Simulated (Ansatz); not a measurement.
# GaH₄SeN: two torsions

A grid of calculations on GaH₄NSe, SMILES [NH2][GaH][SeH], to see where the energy is lowest and how it rises around there.

Method: RKS B3LYP-D4/def2-TZVP; program: Ansatz 0.2.0.

**1. The system as given**

SMILES `[NH2][GaH][SeH]`, 7 atoms, charge 0, spin multiplicity 1.

Atoms are counted from 1 here; the program's logs count them from 0.

Bond lengths: N1–Ga2 1.821 Å, N1–H4 1.021 Å, N1–H5 1.021 Å, Ga2–Se3 2.349 Å, Ga2–H6 1.566 Å, Se3–H7 1.484 Å. Angles: Ga2–N1–H4 124.5°, Ga2–N1–H5 123.6°, H4–N1–H5 112.0°, N1–Ga2–Se3 115.1°, N1–Ga2–H6 121.3°, Se3–Ga2–H6 123.6°, Ga2–Se3–H7 91.4°.

Coordinates:

```
N    -1.10359    0.47045   -0.91480
Ga    0.07435    0.17294    0.44173
Se    1.70615   -1.45862    0.00392
H    -1.08838   -0.01848   -1.81089
H    -1.86207    1.15219   -0.86428
H    -0.02014    0.96601    1.78844
H     2.29368   -1.28447    1.35587
```

This geometry comes from a loose relaxation at PBE in a small basis, which is not shown.

**3. The grid**

First coordinate, dihedral H4–N1–Ga2–Se3: 8 values from −180 to 135 °, periodic. Second coordinate, dihedral N1–Ga2–Se3–H7: 8 values from −180 to 135 °, periodic.

Nothing else is relaxed (all other coordinates rigid). Energies count from the relaxed molecule at the same level. Points are written as (first, second).

(The set-up runs are not shown.)

**4. Grid point (90°, −90°)**

The input, input.yaml:

```yaml
crystal:
  periodic: [false, false, false]
  atoms:
    - { symbol: "N", position_ang: [-1.103387, 0.470769, -0.916329] }
    - { symbol: Ga, position_ang: [0.065894, 0.178618, 0.446498] }
    - { symbol: Se, position_ang: [1.993326, 1.51688, 0.393659] }
    - { symbol: H, position_ang: [-1.082095, -0.013294, -1.7981] }
    - { symbol: H, position_ang: [-1.850888, 1.142779, -0.868798] }
    - { symbol: H, position_ang: [-0.217219, -0.882189, 1.547283] }
    - { symbol: H, position_ang: [2.732183, 0.534744, -0.414448] }
basis:
  gaussian: { orbitals: def2-TZVP }
hamiltonian:
  xc: { name: B3LYP }
  dispersion: d4
output:
  forces: true
```

On the command line:

```
$ ansatz run input.yaml --threads 1 --pin off --max-ram 2560MiB --backend cpu --events-out ev --progress --plain --runs-dir out
```

Further runs follow: all other points of the grid.

**Question.** What will these runs give? Wanted: lowest point; highest computed point; largest force on an atom; dipole moment.

The runs gave:

| quantity | value |
| --- | --- |
| lowest point | (0°, −180°), 0 kJ/mol |
| highest computed point | (−90°, 90°), 82 kJ/mol above the lowest |
| largest force on an atom (eV/Å) | 0.00 at (0°, −180°) to 0.73 at (−90°, 90°); 0.00 at the lowest point |
| dipole moment (D) | 1.14 at (90°, −180°) to 1.97 at (0°, −90°); 1.45 at the lowest point |
| time for the whole task | 7.9 min on 1 thread, shared host |

In words: The lowest computed point is at (0°, −180°), which is the relaxed molecule at the same level itself; the map holds 2 wells of about this depth. A higher local minimum lies near (0°, 0°) (1.2 kJ/mol above the lowest at that grid point). The highest computed point, (−90°, 90°), lies 82 kJ/mol above the lowest. On the interpolated surface the easiest way out of the lowest well to the well at (0°, 0°) passes a barrier of about 20 kJ/mol. Round the minimum the valley is somewhat tilted: raising dihedral H4–N1–Ga2–Se3 shifts the best value of dihedral N1–Ga2–Se3–H7 upwards (coupling k₁₂/√(k₁₁k₂₂) about −0.2).
